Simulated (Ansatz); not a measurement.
# C₂H₈FInO: up Jacob's ladder to CCSD(T)

The task here is to estimate one member of a computed series from the others.

Program: Ansatz 0.2.0, Gaussian basis. Level of theory: functionals in def2-TZVPP, the program's frozen cores in correlated methods. These are calculated values, not measurements.

The runs, in order: LDA (SPW92), PBE-D4, revPBE-D4, BLYP-D4, r2SCAN-D4, B97M-V, PBE0-D4, B3LYP-D4, r2SCANh-D4, r2SCAN0-D4, HSE06-D4, BHLYP-D4, CAM-B3LYP-D4, LC-ωPBE, ωB97X-V, ωB97M-V, B2PLYP, PBE-QIDH; CCSD(T)/def2-SVP; CCSD(T)/def2-TZVPP; MP2/def2-QZVPP; extrapolation to the limit; RPA on PBE.

## Structure used throughout

All runs share one geometry, relaxed beforehand with PBE0-D4 in a triple-zeta def2 set. In takes the def2 core potential; no spin-orbit term is included.

SMILES `[CH3][In-]([CH3])([OH2+])[F]`, 13 atoms, charge 0, spin multiplicity 1.

Atoms are counted from 1 here; the program's logs count them from 0.

Bond lengths: C1–In2 2.130 Å, C1–H6 1.091 Å, C1–H7 1.091 Å, C1–H8 1.090 Å, In2–C3 2.136 Å, In2–O4 2.398 Å, In2–F5 2.049 Å, C3–H9 1.090 Å, C3–H10 1.091 Å, C3–H11 1.091 Å, O4–H12 0.961 Å, O4–H13 0.986 Å. Angles: In2–C1–H6 108.5°, In2–C1–H7 108.8°, In2–C1–H8 112.3°, H6–C1–H7 108.7°, H6–C1–H8 109.2°, H7–C1–H8 109.4°, C1–In2–C3 143.8°, C1–In2–O4 102.1°, C1–In2–F5 107.1°, C3–In2–O4 101.1°, C3–In2–F5 107.1°, O4–In2–F5 68.6°, In2–C3–H9 108.7°, In2–C3–H10 110.7°, In2–C3–H11 110.9°, H9–C3–H10 109.4°, H9–C3–H11 108.9°, H10–C3–H11 108.2° and more.

The first run:

in.yaml

```yaml
crystal:
  periodic: [false, false, false]
  atoms:
    - {symbol: C, position_ang: [-1.865025, 0.779441, -1.003585]}
    - {symbol: In, position_ang: [0.017087, 0.008935, -0.370235]}
    - {symbol: C, position_ang: [1.175066, -1.776612, -0.189243]}
    - {symbol: O, position_ang: [0.211933, 0.911574, 1.842416]}
    - {symbol: F, position_ang: [1.326485, 1.583770, -0.318117]}
    - {symbol: H, position_ang: [-2.355310, 1.242475, -0.146001]}
    - {symbol: H, position_ang: [-1.694262, 1.543753, -1.762490]}
    - {symbol: H, position_ang: [-2.513239, 0.003960, -1.410935]}
    - {symbol: H, position_ang: [2.195262, -1.504986, 0.082945]}
    - {symbol: H, position_ang: [0.757894, -2.431792, 0.577188]}
    - {symbol: H, position_ang: [1.195862, -2.324449, -1.131942]}
    - {symbol: H, position_ang: [0.732221, 0.433100, 2.493493]}
    - {symbol: H, position_ang: [0.836525, 1.496030, 1.351308]}
basis:
  gaussian: {orbitals: def2-TZVPP}
hamiltonian: {xc: lda}
output: {orbitals: {seedname: orbitals}}
```

The run is started by

```sh
> ansatz run in.yaml --threads 4 --pin off --events-out ev --progress --plain --max-ram 11315MiB
```

Steps of the session up to this table: LDA; PBE-D4 (GGA); revPBE-D4 (GGA); BLYP-D4 (GGA); r2SCAN-D4 (meta-GGA); B97M-V (meta-GGA); B3LYP-D4 (hybrid); r2SCANh-D4 (hybrid); r2SCAN0-D4 (hybrid); HSE06-D4 (hybrid); BHLYP-D4 (hybrid); CAM-B3LYP-D4 (range-separated); LC-ωPBE (range-separated); ωB97X-V (range-separated); ωB97M-V (range-separated); B2PLYP (double hybrid); PBE-QIDH (double hybrid).

One of the session's tables, all rows but one given; the rest of the session is left out.

It belongs to the step «Orbital energies across the functionals». 

```
  functional  HOMO (eV)  gap (eV)
 LDA (SPW92)      -6.52      5.39
      PBE-D4          ?         ?
   revPBE-D4      -6.24      5.37
     BLYP-D4      -6.18      5.21
   r2SCAN-D4      -6.56      6.05
      B97M-V      -6.59      5.74
     PBE0-D4      -7.52      7.36
    B3LYP-D4      -7.30      6.82
  r2SCANh-D4      -7.01      6.77
  r2SCAN0-D4      -7.69      7.78
    HSE06-D4      -7.13      6.62
    BHLYP-D4      -8.59      8.98
CAM-B3LYP-D4      -8.84      9.37
     LC-ωPBE     -10.18     11.78
     ωB97X-V      -9.80     11.27
     ωB97M-V      -9.69     10.66
```

Q: Estimate the row for PBE-D4 from the others.

As computed: HOMO (eV): -6.32; gap (eV): 5.36. In the column «HOMO (eV)» it lies between LDA (SPW92) (-6.52) and revPBE-D4 (-6.24).
